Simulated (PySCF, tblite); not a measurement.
# C5H8O4: geometry, infrared bands and NMR shifts

Aim: predict the infrared bands and NMR shifts of C5H8O4 (`COC(=O)OC1COC1`).

Computed with tblite 0.8.0 and PySCF 2.14.0, with density-fitted response routines of our own, on a single molecule in the gas phase. Atoms are numbered from 0 throughout.

### 1 The molecule as given

17 atoms, charge 0, multiplicity 1; geometry from: force field or distance geometry start.

Bonds of the start (Å): C0–O1 1.42, O1–C2 1.37, C2–O3 1.25, C2–O4 1.39, O4–C5 1.39, C5–C6 1.53, C6–O7 1.37, O7–C8 1.42, C8–C5 1.45, C0–H9 1.09, C0–H10 1.11, C0–H11 1.12, C5–H12 1.10, C6–H13 1.11, C6–H14 1.09, C8–H15 1.13, C8–H16 1.09.

### 2 Optimising the geometry with GFN2-xTB

Job settings and geometry (Å):

```
{"job": {"kind": "relax", "xc": "GFN2-xTB", "basis": "xTB"}, "charge": 0, "multiplicity": 1}
C      3.517900    -0.463700    -0.207400
O      2.298100    -0.221300     0.469500
C      1.059100    -0.280000    -0.104900
O      0.847700    -0.525900    -1.309000
O     -0.040800    -0.022100     0.711600
C     -1.371200    -0.018700     0.326300
C     -1.975800     1.353400     0.637200
O     -3.109600     0.724300     1.074900
C     -2.455800    -0.534500     1.139800
H      4.230100    -1.092100     0.324200
H      3.344400    -0.818500    -1.241600
H      3.963200     0.555000    -0.331500
H     -1.483200    -0.255200    -0.745500
H     -1.390500     1.802600     1.465300
H     -2.018700     1.949600    -0.272800
H     -3.102000    -1.240100     0.547100
H     -2.320100    -0.900700     2.156300
```

Started as:

```console
$ OMP_NUM_THREADS=1 python probes_run.py task.json out
```

One launch serves the whole session: the jobs run in the order shown.

**Question.** This job is followed by: GFN2-xTB harmonic vibrations, gas phase; GIAO PBE0/pcSseg-1 NMR shielding, non-relativistic, gas phase. Predict these results of the whole session: strongest single infrared mode (GFN2-xTB); zero-point energy (GFN2-xTB); 13C shifts against TMS (PBE0/pcSseg-1, means over atoms taken as alike); 1H shifts against TMS (PBE0/pcSseg-1, means over atoms taken as alike); 17O shifts against H2O (PBE0/pcSseg-1).

As calculated:

| quantity | value |
| --- | --- |
| strongest single infrared mode (GFN2-xTB) | 1209 cm⁻¹, 702 km/mol |
| zero-point energy (GFN2-xTB) | 81.4 kcal/mol |
| 13C shifts against TMS (PBE0/pcSseg-1, means over atoms taken as alike) | 161.9, 80.7, 71.6, 55.8 ppm |
| 1H shifts against TMS (PBE0/pcSseg-1, means over atoms taken as alike) | 6.13, 4.98, 4.98, 4.07 ppm |
| 17O shifts against H2O (PBE0/pcSseg-1) | 293.8, 187.0, 142.8, -5.9 ppm |

In words: Over 57 steps the energy fell by 1.157 eV; of the close pairs, C5–C8 changed most, 1.451 to 1.532 Å. The lowest mode is imaginary (49i cm⁻¹), so the xTB geometry is not a minimum. The strongest single mode, at 1209 cm⁻¹, moves mainly C2 and O1. GFN2-xTB is a fitted tight-binding method: band positions and strengths are rough. Its intensities can rank the bands wrongly. The most deshielded hydrogen is H12 (hydrogen on an sp3 CH bonded to O), at 6.13 ppm: its carbon carries O, which withdraws density. At PBE0/pcSseg-1: Shielding is most anisotropic at O3 (span 439 ppm, paramagnetic term -361 ppm).
